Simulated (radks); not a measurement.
# Ionising hafnium step by step, Hf⁴⁸⁺ to Hf⁷¹⁺

One table from this session's results is given with a row withheld; the runs are named, their logs left out.

The numbers are computed with radks (a radial shooting solver on a logarithmic mesh, Libxc functionals) version 1 (Dirac Kohn-Sham, relativistic LDA (MacDonald-Vosko exchange, VWN5 correlation), spin-unpolarised, spherical densities, finite nucleus; open shells fill j = l - 1/2 first), except any that are marked as measured or tabulated.

### The atom as given

| Quantity | Value |
| --- | --- |
| element | hafnium (Z = 72) |
| charges | 48 to 71 |
| first configuration | [Ar] 3d6 |
| last configuration | 1s1 |

Set-up of the first run:

Settings of this run:

```text
Z 72
configuration [Ar] 3d6 4s0 4p0
relativity Dirac
functional lda_x_rel,vwn5
spin unpolarised
j_filling energy
nucleus finite rms 5.347 fm
c 137.035999084
```

Steps of the session up to this table: Hf⁴⁸⁺, [Ar] 3d6.

One table of the session follows, with a row left open; its other results are not shown here.

Sizes of the orbitals, from the radial functions (bohr):

| level | <r> | outermost maximum (interpolated) | 90 % within | nodes |
| --- | --- | --- | --- | --- |
| 3s1/2 | 0.2006 | 0.189 | 0.293 | 2 |
| 3p1/2 | ? | ? | ? | ? |
| 3p3/2 | 0.2020 | 0.188 | 0.300 | 1 |
| 3d3/2 | 0.1750 | 0.146 | 0.269 | 0 |
| 3d5/2 | 0.1788 | 0.150 | 0.274 | 0 |
| 4s1/2 | 0.3881 | 0.388 | 0.548 | 3 |
| 4p1/2 | 0.3815 | 0.381 | 0.545 | 2 |
| 4p3/2 | 0.3986 | 0.400 | 0.567 | 2 |

Q: Estimate the row for 3p1/2 from the others.

**Answer.** <r>: 0.1896; outermost maximum (interpolated): 0.176; 90 % within: 0.284; nodes: 1. In the column «<r>» it lies between 3d5/2 (0.1788) and 3s1/2 (0.2006).

Caveats from the session: Spin polarisation and multiplet splitting are left out, so open shells lie too high by an amount that depends on their filling.
